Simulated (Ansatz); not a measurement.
**NiPtF6: two electronic states of one cell**

Aim: solve NiPtF6 (a database structure at a slightly changed volume) from each of its saved states, at one geometry and mesh, and see which is lowest and how they differ.

Method: DFT, r2SCAN, with U = 3.18 eV and J = 0.94 eV on Ni d, plane waves, PAW, in Ansatz 0.2.0.

## 1. The system as given

It takes space group R-3 (No. 148, trigonal). Conventional cell: a = 4.933 Å, b = 4.933 Å, c = 13.688 Å, α = 90.00°, β = 90.00°, γ = 120.00°. Ni (site symmetry -3) is surrounded by 6 F at 1.96 Å. F (site symmetry 1) is surrounded by 1 Pt at 1.90 Å and 1 Ni at 1.96 Å. Pt (site symmetry -3) is surrounded by 6 F at 1.90 Å.

Its coordinates follow in the input file.

The states: A, Ni1 up (collinear spin); B, no atom with a moment over 0.3 μB (no spin polarisation). Each run reads its own saved solution as saved_state.

## 2. Run from state A

The input, input.yaml:

```yaml
crystal:
  lattice:
    - [2.46637844, 1.42396584, 4.56254998]
    - [-2.46637844, 1.42396584, 4.56254998]
    - [0.0, -2.84793169, 4.56254998]
  atoms:
    - { symbol: Ni, position: [0.5, 0.5, 0.5] }
    - { symbol: F, position: [0.242, 0.627, 0.882] }
    - { symbol: F, position: [0.882, 0.242, 0.627] }
    - { symbol: F, position: [0.627, 0.882, 0.242] }
    - { symbol: F, position: [0.758, 0.373, 0.118] }
    - { symbol: F, position: [0.118, 0.758, 0.373] }
    - { symbol: F, position: [0.373, 0.118, 0.758] }
    - { symbol: Pt, position: [0.0, 0.0, 0.0] }
kpoints:
  mp_grid: { grid: [5, 5, 5], shift: [0, 0, 0] }
  band_path:
    path:
      - [0.0, 0.0, 0.0]
      - [-0.5, -0.5, -0.5]
      - [-0.5, -0.23160365, -0.76839635]
      - [-0.23160365, 0.23160365, -0.5]
      - [0.0, 0.0, -0.5]
      - [0.0, 0.0, 0.0]
      - [0.0, 0.36580183, -0.36580183]
      - [-0.36580183, 0.0, -0.63419817]
      - [-0.5, 0.0, -0.5]
      - [0.0, 0.0, 0.0]
    npoints: 6
magnetization:
  spin_polarized: true
scf:
  occupations: { method: fermi_dirac }
  lower_state_search: "off"
  max_iter: 200
hamiltonian:
  pseudopotentials: { kind: paw }
  xc: r2scan
  hubbard:
    projectors: atomic
    sites: [{ species: Ni, l: d, u: 3.18, j: 0.94 }]
basis:
  ecutwfc: 500
  fft_grid_basis: typed
output:
  forces: true
  stress: true
  eigenvalues: true
  bader: true
  populations: true
  elf: true
  write_potential: true
  volumetric_format: npy
  dos:
    e_range: [-12, 8]
    de: 0.05
    projected: { site_lists: { F: [F], Ni: [Ni], Pt: [Pt] } }
checkpoint:
  read: saved_state
```

## 4. State B: the run

Changes to input.yaml since step 2:

```diff
@@ -16,17 +16,4 @@
   mp_grid: { grid: [5, 5, 5], shift: [0, 0, 0] }
-  band_path:
-    path:
-      - [0.0, 0.0, 0.0]
-      - [-0.5, -0.5, -0.5]
-      - [-0.5, -0.23160365, -0.76839635]
-      - [-0.23160365, 0.23160365, -0.5]
-      - [0.0, 0.0, -0.5]
-      - [0.0, 0.0, 0.0]
-      - [0.0, 0.36580183, -0.36580183]
-      - [-0.36580183, 0.0, -0.63419817]
-      - [-0.5, 0.0, -0.5]
-      - [0.0, 0.0, 0.0]
-    npoints: 6
 magnetization:
-  spin_polarized: true
+  spin_polarized: false
 scf:
```

(Steps that only read results are left out.)

Q: Predict the outcome of this session. Wanted: for each run, free energy; largest site moment; size of the net moment; gap; pressure; largest force.

The runs gave:

| state | free energy (meV/atom) | largest site moment (μB) | size of the net moment (μB/cell) | gap (eV) | pressure (GPa) | largest force (eV/Å) | SCF cycles |
| --- | --- | --- | --- | --- | --- | --- | --- |
| A | 0.0 | 1.74 | 2.00 | 3.01 | 9.8 | 0.94 | 10 |
| B | 350.5 | – | – | metal | 8.7 | 1.49 | 13 |

**Reading.** State A wins by 350.5 meV per atom over B. They differ in kind: A is gapped, B is a metal. Spin-orbit coupling, left out here, can change that for 5d elements. At the same volume their pressures differ by 1.1 GPa, the state with the larger moments having the higher pressure, so it wants the larger volume. Not all runs allow spin: where it is off, the gap in energy is mostly the cost of forbidding moments, not two ends of one search.

Caveats: gaps of Fe, Co and Ni magnets can come out low on these datasets; the k mesh is coarse for a cell without a gap.
